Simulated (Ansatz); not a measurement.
# BH3OTe: vertical ionisation energy

An exercise on one series of results from a longer session: the logs are not shown, and one member is left open.

The runs use Ansatz 0.2.0, Gaussian basis; unrestricted cation, the program's frozen cores in correlated methods.

Plan: UKS PBE-D4/def2-TZVPP; UKS r2SCAN-D4/def2-TZVPP; UKS PBE0-D4/def2-TZVPP; UKS B3LYP-D4/def2-TZVPP; UKS wB97X-V/def2-TZVPP; UKS wB97M-V/def2-TZVPP; UKS B2PLYP/def2-TZVPP; UHF-CCSD(T)/def2-TZVPP; UHF-MP2/def2-QZVPP; extrapolation to the limit; then −ε(HOMO) from the neutral's earlier runs with LDA (SPW92), PBE-D4, revPBE-D4, BLYP-D4, r2SCAN-D4, B97M-V, PBE0-D4, B3LYP-D4, r2SCANh-D4, r2SCAN0-D4, HSE06-D4, BHLYP-D4, CAM-B3LYP-D4, LC-ωPBE, ωB97X-V, ωB97M-V.

## Structure used throughout

The geometry comes from an earlier relaxation with PBE0-D4 in a triple-zeta def2 set; it is a stationary point. Te takes the def2 core potential; no spin-orbit term is included.

SMILES `OB[TeH]`, 6 atoms, charge 0, spin multiplicity 1.

Atoms are counted from 1 here; the program's logs count them from 0.

Bond lengths: O1–B2 1.347 Å, O1–H4 0.960 Å, B2–Te3 2.170 Å, B2–H5 1.193 Å, Te3–H6 1.653 Å. Angles: B2–O1–H4 116.4°, O1–B2–Te3 123.3°, O1–B2–H5 118.1°, Te3–B2–H5 118.6°, B2–Te3–H6 92.1°.

Set-up of the first run:

The input, in.yaml:

```yaml
crystal:
  periodic: [false, false, false]
  atoms:
    - {symbol: O, position_ang: [-0.993929, -0.411894, -1.206112]}
    - {symbol: B, position_ang: [0.082717, -0.252302, -0.411880]}
    - {symbol: Te, position_ang: [0.019898, 0.805167, 1.481525]}
    - {symbol: H, position_ang: [-1.816030, -0.027736, -0.892178]}
    - {symbol: H, position_ang: [1.120586, -0.717174, -0.771191]}
    - {symbol: H, position_ang: [1.628857, 0.539941, 1.753537]}
basis:
  gaussian: {orbitals: def2-TZVPP}
total_charge: 1
magnetization: {spin_polarized: true, initial_magnetization: 1}
hamiltonian: {xc: pbe, dispersion: d4}
```

Launch:

```sh
> ansatz run in.yaml --threads 2 --pin off --events-out ev --progress --plain --max-ram 4352MiB
```

Steps of the session up to this table: Cation, UKS PBE-D4/def2-TZVPP; Cation, UKS r2SCAN-D4/def2-TZVPP; Cation, UKS PBE0-D4/def2-TZVPP; Cation, UKS B3LYP-D4/def2-TZVPP; Cation, UKS wB97X-V/def2-TZVPP; Cation, UKS wB97M-V/def2-TZVPP; Cation, UKS B2PLYP (frozen core)/def2-TZVPP; Cation, UHF-CCSD(T)/def2-TZVPP; Cation, UHF-MP2/def2-QZVPP.

One table of the session follows, with a row left open; its other results are not shown here.

For comparison, −ε(HOMO) of the neutral from earlier runs:

| functional | −ε(HOMO) (eV) |
| --- | --- |
| LDA (SPW92) | 5.91 |
| PBE-D4 | 5.74 |
| revPBE-D4 | 5.69 |
| BLYP-D4 | 5.57 |
| r2SCAN-D4 | 5.99 |
| B97M-V | 5.94 |
| PBE0-D4 | 6.75 |
| B3LYP-D4 | ? |
| r2SCANh-D4 | 6.36 |
| r2SCAN0-D4 | 6.92 |
| HSE06-D4 | 6.36 |
| BHLYP-D4 | 7.60 |
| CAM-B3LYP-D4 | 7.94 |
| LC-ωPBE | 9.22 |
| ωB97X-V | 8.91 |
| ωB97M-V | 8.80 |

Q: Estimate the row for B3LYP-D4 from the others.

Worked estimate for «−ε(HOMO) (eV)». Against the share of exact exchange, BLYP-D4 (0, 5.57), BHLYP-D4 (0.5, 7.60) give a slope of 4.06 per unit share; at 0.2 the line stands at 6.38.

The run gave: −ε(HOMO) (eV): 6.53. In «−ε(HOMO) (eV)» the line misses by -0.15.
